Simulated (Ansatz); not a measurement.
# C₃H₄Cl₂Si: basis-set convergence

How large a basis does C₃H₄Cl₂Si need? Two functionals are run in growing sets.

Computed with Ansatz 0.2.0, Gaussian basis. Level: one geometry, several basis sets.

Plan: PBE0-D4/def2-SVP; ωB97M-V/def2-SVP; PBE0-D4/def2-QZVPP; ωB97M-V/def2-QZVPP; the functionals' def2-TZVPP values are taken from earlier runs.

**1. The relaxed structure**

The geometry comes from an earlier relaxation with PBE0-D4 in a triple-zeta def2 set; it is a stationary point, not always the lowest conformer.

SMILES `C#C[Si](C)(Cl)Cl`, 10 atoms, charge 0, spin multiplicity 1.

Atoms are counted from 1 here; the program's logs count them from 0.

Bond lengths: C1–C2 1.205 Å, C1–H7 1.066 Å, C2–Si3 1.813 Å, Si3–C4 1.844 Å, Si3–Cl5 2.045 Å, Si3–Cl6 2.045 Å, C4–H8 1.092 Å, C4–H9 1.092 Å, C4–H10 1.092 Å. Angles: C2–C1–H7 179.7°, C1–C2–Si3 178.2°, C2–Si3–C4 112.1°, C2–Si3–Cl5 108.1°, C2–Si3–Cl6 108.1°, C4–Si3–Cl5 110.1°, C4–Si3–Cl6 110.1°, Cl5–Si3–Cl6 108.3°, Si3–C4–H8 110.0°, Si3–C4–H9 110.3°, Si3–C4–H10 110.0°, H8–C4–H9 108.9°, H8–C4–H10 108.9°, H9–C4–H10 108.9°.

**2. PBE0-D4 in def2-SVP**

Input file in.yaml:

```yaml
crystal:
  periodic: [false, false, false]
  atoms:
    - {symbol: C, position_ang: [-0.727473, -2.484416, -0.489767]}
    - {symbol: C, position_ang: [-0.130522, -1.444973, -0.363162]}
    - {symbol: Si, position_ang: [0.720237, 0.142161, -0.153288]}
    - {symbol: C, position_ang: [-0.398743, 1.445425, 0.516148]}
    - {symbol: Cl, position_ang: [1.453793, 0.715255, -1.974371]}
    - {symbol: Cl, position_ang: [2.298754, -0.146043, 1.114821]}
    - {symbol: H, position_ang: [-1.250727, -3.406450, -0.604187]}
    - {symbol: H, position_ang: [-0.785898, 1.139964, 1.490597]}
    - {symbol: H, position_ang: [0.142273, 2.386650, 0.630469]}
    - {symbol: H, position_ang: [-1.238694, 1.601229, -0.164259]}
basis:
  gaussian: {orbitals: def2-SVP}
hamiltonian: {xc: pbe0, dispersion: d4}
output: {orbitals: {seedname: orbitals}}
```

Started as:

```
$ ansatz run in.yaml --threads 4 --pin off --events-out ev --progress --plain --max-ram 10444MiB
```

The runs that follow: ωB97M-V in def2-SVP; PBE0-D4 in def2-QZVPP; ωB97M-V in def2-QZVPP.

**Question.** What will the summary of the whole plan be? Wanted: PBE0-D4: double and triple zeta above quadruple; ωB97M-V: double and triple zeta above quadruple.

The runs gave:

| quantity | value |
| --- | --- |
| PBE0-D4: double and triple zeta above quadruple | 16.25, 1.17 eV |
| ωB97M-V: double and triple zeta above quadruple | 16.26, 1.10 eV |

PBE0-D4 gains 15.08 eV from double to triple zeta, then 1.17 eV more. These are total energies; as a rule much of such shifts cancels in differences, which this series doesn't test.
